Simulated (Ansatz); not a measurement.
# Ni8N (Nickel): the cost of one run

Computed with Ansatz 0.2.0 (DFT PBE+D3(BJ), scalar-relativistic, plane waves, PAW, unless a step's input says otherwise).

1 further run of the same task is left out (set aside as unsound or not needed).

## 1. The starting structure

It takes space group P-3m1 (No. 164, trigonal). Conventional cell: a = 2.459 Å, b = 2.459 Å, c = 23.024 Å, α = 90.00°, β = 90.00°, γ = 120.00°. Ni (site symmetry 3m) has 9 Ni at 2.46 Å in its first shell of neighbours. Around Ni (site symmetry 3m) lie 12 Ni at 2.46 Å.

Structure file:

```cif
data_structure
_symmetry_space_group_name_H-M 'P 1'
_symmetry_Int_Tables_number 1
_cell_length_a 4.9189
_cell_length_b 4.9189
_cell_length_c 23.0244
_cell_angle_alpha 90.000
_cell_angle_beta 90.000
_cell_angle_gamma 120.000
_cell_volume 482.45
loop_
_atom_site_label
_atom_site_type_symbol
_atom_site_fract_x
_atom_site_fract_y
_atom_site_fract_z
_atom_site_occupancy
Ni1 Ni 0.33333 0.16667 0.36917 1
Ni2 Ni 0.33333 0.66667 0.36917 1
Ni3 Ni 0.83333 0.16667 0.36917 1
Ni4 Ni 0.83333 0.66667 0.36917 1
Ni5 Ni 0.66667 0.33333 0.45639 1
Ni6 Ni 0.66667 0.83333 0.45639 1
Ni7 Ni 0.16667 0.33333 0.45639 1
Ni8 Ni 0.16667 0.83333 0.45639 1
Ni9 Ni 0.00000 0.50000 0.54361 1
Ni10 Ni 0.00000 0.00000 0.54361 1
Ni11 Ni 0.50000 0.50000 0.54361 1
Ni12 Ni 0.50000 0.00000 0.54361 1
Ni13 Ni 0.33333 0.66667 0.63083 1
Ni14 Ni 0.33333 0.16667 0.63083 1
Ni15 Ni 0.83333 0.66667 0.63083 1
Ni16 Ni 0.83333 0.16667 0.63083 1
```

Miller indices refer to the conventional cell of the relaxed bulk, Fm-3m (No. 225): a = 3.478 Å, b = 3.478 Å, c = 3.478 Å, α = 90.00°, β = 90.00°, γ = 90.00°.

This (111) slab, 6.0 Å thick as cut, with 17 Å of vacuum, in a 2×2 surface cell; its outer planes are Ni (top) and Ni (bottom), was relaxed beforehand with its lower half held: -93435.9689 eV, work function 5.10 eV.

## 2. Start: N2, top (Ni)

input.yaml reads:

```yaml
crystal:
  lattice:
    - [4.9188979658, 0.0, 0.0]
    - [-2.4594489829, 4.259890597, 0.0]
    - [0.0, 0.0, 26.1243950565]
  atoms:
    - { symbol: Ni, position: [0.3333333333, 0.1666666667, 0.3253663857], spin: 0.75 }
    - { symbol: Ni, position: [0.3333333333, 0.6666666667, 0.3253663857], spin: 0.75 }
    - { symbol: Ni, position: [0.8333333333, 0.1666666667, 0.3253663857], spin: 0.75 }
    - { symbol: Ni, position: [0.8333333333, 0.6666666667, 0.3253663857], spin: 0.75 }
    - { symbol: Ni, position: [0.6666666667, 0.3333333333, 0.4022344503], spin: 0.81 }
    - { symbol: Ni, position: [0.6666666667, 0.8333333333, 0.4022344503], spin: 0.81 }
    - { symbol: Ni, position: [0.1666666667, 0.3333333333, 0.4022344503], spin: 0.81 }
    - { symbol: Ni, position: [0.1666666667, 0.8333333333, 0.4022344503], spin: 0.81 }
    - { symbol: Ni, position: [0.0, 0.5, 0.4791025149], spin: 0.81 }
    - { symbol: Ni, position: [0.0, 0.0, 0.4791025149], spin: 0.81 }
    - { symbol: Ni, position: [0.5, 0.5, 0.4791025149], spin: 0.81 }
    - { symbol: Ni, position: [0.5, 0.0, 0.4791025149], spin: 0.81 }
    - { symbol: Ni, position: [0.3333333333, 0.6666666667, 0.5559705795], spin: 0.75 }
    - { symbol: Ni, position: [0.3333333333, 0.1666666667, 0.5559705795], spin: 0.75 }
    - { symbol: Ni, position: [0.8333333333, 0.6666666667, 0.5559705795], spin: 0.75 }
    - { symbol: Ni, position: [0.8333333333, 0.1666666667, 0.5559705795], spin: 0.75 }
    - { symbol: "N", position: [0.3333333333, 0.6666666667, 0.6386519198] }
    - { symbol: "N", position: [0.3333333333, 0.6666666667, 0.680758158] }
basis:
  ecutwfc: 420
kpoints:
  mp_grid: { grid: [6, 6, 1] }
hamiltonian:
  xc: pbe
  dispersion: d3bj
scf:
  occupations: { method: gaussian, width: 0.1 }
output:
  forces: true
  eigenvalues: true
  populations: true
  write_density: true
  write_potential: true
  elf: true
  volumetric_format: npy
magnetization:
  spin_polarized: true
relax:
  adjacent_minimum: "off"
  f_tol: 0.03
  max_steps: 70
  constraints: [{ sites: [0, 1, 2, 3, 4, 5, 6, 7] }]
efield:
  axis: 3
  dipole_correction: true
```

Command:

```sh
$ ansatz run input.yaml --threads 8 --pin off --max-ram 22528MiB --backend cpu --events-out ev --progress --plain --runs-dir out
```

Q: Estimate wall time and peak memory on 8 threads of AMD EPYC (Zen 3), shared host.

About 5.6 min, with a peak of 4.2 GiB.
